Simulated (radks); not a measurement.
**Eu⁺ in [Xe] 4f7 6s1: an all-electron calculation**

What are the levels of the europium ion Eu+, how large are its shells, and how does its energy divide?

Method: scalar-relativistic Kohn-Sham, exchange-only LDA, spin-unpolarised, spherical densities, finite nucleus. Code: radks (a radial shooting solver on a logarithmic mesh, Libxc functionals) version 1.

## 1. The system

| Quantity | Value |
| --- | --- |
| element | europium (Z = 63) |
| charge | +1 |
| electrons | 62 |
| configuration | [Xe] 4f7 6s1 |
| nuclear rms radius | 5.1115 fm |

The outer shells:

Eu⁺
```
[Xe] core
4f [↑ ][↑ ][↑ ][↑ ][↑ ][↑ ][↑ ]
6s [↑ ]
```

## 2. Self-consistent calculation

Settings of this run:

```text
Z 63
configuration [Xe] 4f7 6s1
relativity scalar-relativistic
functional lda,
spin unpolarised
nucleus finite rms 5.1115 fm
c 137.035999084
```

Command:

```bash
> python run_ks.py task.json out
```

The same process makes all the runs of this session.

What does the calculation give?

The runs gave:

```
                        quantity                 value
                    total energy   -10829.4816 hartree
exchange-correlation share of it                2.11 %
                            −T/E                1.0714
          highest occupied level         4f, -7.720 eV
    most extended occupied level   6s, <r> = 3.89 bohr
 radius at density 0.001 e/bohr³             4.52 bohr
    maxima of the radial density                     4
         ionisation energy, NIST  11.24 (semi-emp.) eV
```

What this shows: The radial density shows 4 maxima for 6 occupied principal shells; where shells overlap, one shows as a shoulder or not at all. −T/E is 1.071: with relativity the kinetic term as defined here no longer equals −E. Minus the highest eigenvalue, 7.720 eV, is 69 % of the tabulated ionisation energy (11.24 eV); the potential of a semilocal functional falls off too fast, so its top eigenvalue is too shallow. Spin polarisation and multiplet splitting are left out. Spin-orbit splitting is averaged out at the scalar-relativistic level.
